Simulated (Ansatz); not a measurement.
# Al16H3C: the cost of one run

Computed with Ansatz 0.2.0 (DFT PBE+D3(BJ), scalar-relativistic, plane waves, PAW, unless a step's input says otherwise).

2 further runs of the same task are left out: 2 set aside as unsound or not needed.

## 1. The structure to begin with

It takes space group P4mm (No. 99, tetragonal). The conventional cell has a = 2.816 Å, b = 2.816 Å, c = 22.974 Å, α = 90.00°, β = 90.00°, γ = 90.00°. Around Al (site symmetry 4mm) lie 8 Al at 2.82 Å. Around Al (site symmetry 4mm) lie 12 Al at 2.82 to 2.88 Å. Al (site symmetry 4mm) is surrounded by 8 Al at 2.82 to 2.87 Å.

As a file:

```
CELL_PARAMETERS angstrom
5.63242 0.00000 0.00000
0.00000 5.63242 0.00000
0.00000 0.00000 22.97409
ATOMIC_POSITIONS crystal
Al 0.25000 0.25000 0.36998
Al 0.25000 0.75000 0.36998
Al 0.75000 0.25000 0.36998
Al 0.75000 0.75000 0.36998
Al 0.50000 0.50000 0.45666
Al 0.50000 0.00000 0.45666
Al 0.00000 0.50000 0.45666
Al 0.00000 0.00000 0.45666
Al 0.75000 0.75000 0.54696
Al 0.75000 0.25000 0.54696
Al 0.25000 0.75000 0.54696
Al 0.25000 0.25000 0.54696
Al 0.00000 0.00000 0.63679
Al 0.00000 0.50000 0.63679
Al 0.50000 0.00000 0.63679
Al 0.50000 0.50000 0.63679
```

Miller indices refer to the conventional cell of the relaxed bulk, Fm-3m (No. 225): a = 3.983 Å, b = 3.983 Å, c = 3.983 Å, α = 90.00°, β = 90.00°, γ = 90.00°.

It is a (100) slab, 6.0 Å thick as cut, with 17 Å of vacuum, in a 2×2 surface cell; its outer planes are Al (top) and Al (bottom). An earlier relaxation, lower half held, gave -8600.1290 eV, work function 4.29 eV (top face), 4.31 eV (bottom face).

## 2. CH3 put at a top (Al) site

input.yaml

```yaml
crystal:
  lattice:
    - [5.6324246428, 0.0, 0.0]
    - [0.0, 5.6324246428, 0.0]
    - [0.0, 0.0, 25.3468904454]
  atoms:
    - { symbol: Al, position: [0.25, 0.25, 0.3353468552] }
    - { symbol: Al, position: [0.25, 0.75, 0.3353468552] }
    - { symbol: Al, position: [0.75, 0.25, 0.3353468552] }
    - { symbol: Al, position: [0.75, 0.75, 0.3353468552] }
    - { symbol: Al, position: [0.5, 0.5, 0.4139112391] }
    - { symbol: Al, position: [0.5, 0.0, 0.4139112391] }
    - { symbol: Al, position: [0.0, 0.5, 0.4139112391] }
    - { symbol: Al, position: [0.0, 0.0, 0.4139112391] }
    - { symbol: Al, position: [0.75, 0.75, 0.4957608162] }
    - { symbol: Al, position: [0.75, 0.25, 0.4957608162] }
    - { symbol: Al, position: [0.25, 0.75, 0.4957608162] }
    - { symbol: Al, position: [0.25, 0.25, 0.4957608162] }
    - { symbol: Al, position: [0.0, 0.0, 0.5771803935] }
    - { symbol: Al, position: [0.0, 0.5, 0.5771803935] }
    - { symbol: Al, position: [0.5, 0.0, 0.5771803935] }
    - { symbol: Al, position: [0.5, 0.5, 0.5771803935] }
    - { symbol: C, position: [0.0, 0.0, 0.6552964845] }
    - { symbol: H, position: [-0.1817435896, -0.0062642859, 0.6700044802] }
    - { symbol: H, position: [0.0962968256, -0.1542624226, 0.6700044802] }
    - { symbol: H, position: [0.0854467641, 0.1605267086, 0.6700044802] }
basis:
  ecutwfc: 420
kpoints:
  mp_grid: { grid: [5, 5, 1] }
hamiltonian:
  xc: pbe
  dispersion: d3bj
scf:
  occupations: { method: gaussian, width: 0.1 }
output:
  forces: true
  eigenvalues: true
  write_density: true
  write_potential: true
  elf: true
  volumetric_format: npy
relax:
  adjacent_minimum: "off"
  f_tol: 0.03
  max_steps: 70
  constraints: [{ sites: [0, 1, 2, 3, 4, 5, 6, 7] }]
efield:
  axis: 3
  dipole_correction: true
  ramp_width: 0.04
```

Run with:

```bash
$ ansatz run input.yaml --threads 2 --pin off --max-ram 5120MiB --backend cpu --events-out ev --progress --plain --runs-dir out
```

**Question.** How long does this run take on 2 threads of Arm Neoverse V1, shared host, and how much memory does it need?

About 2.4 min, with a peak of 1.1 GiB.
